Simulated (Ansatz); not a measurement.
The system is TiSn.

```xyz
2
Lattice="0.0000 2.8005 2.8005 2.8005 0.0000 2.8005 2.8005 2.8005 0.0000" Properties=species:S:1:pos:R:3 pbc="T T T"
Ti    0.0000    0.0000    0.0000
Sn    2.8005    2.8005    2.8005
```

The cell was built by a generator and needn't be a form met in nature.

| Property | Result |
| --- | --- |
| Program | Ansatz 0.2.0 |
| Task | single point |
| Functional | PBE |
| Potentials or basis | Ansatz PAW |
| Cutoff | 420 eV (not typed: the program's choice for these potentials) |
| k mesh | 8 × 8 × 8 |
| Occupations | fermi-dirac, width 0.05 eV |
| Spin | no spin polarisation |

On this cell: pressure 0.0 GPa; largest force zero by symmetry; band gap on the k mesh none (metal or under the smearing width).

The same run follows on a disturbed copy (atoms moved at random, drawn with an rms of 0.05 Å):

```
CELL_PARAMETERS angstrom
0.00000 2.80055 2.80055
2.80055 0.00000 2.80055
2.80055 2.80055 0.00000
ATOMIC_POSITIONS crystal
Ti 0.00892 0.99277 0.99400
Sn 0.50319 0.49736 0.50214
```

Q: What does the disturbed cell give?

A: The energy (extrapolated to zero smearing) moves by +2.4 meV/atom; pressure 0.0 GPa; largest force 0.265 eV/Å; band gap on the k mesh none (metal or under the smearing width).

Forces in eV/Å, atoms in the order of the input:
```
Ti   0.259  0.049 -0.023
Sn  -0.259 -0.049  0.023
```

Stress tensor (GPa, compression positive):
```
 0.13 -0.02  0.01
-0.02  0.00  0.00
 0.01  0.00  0.00
```
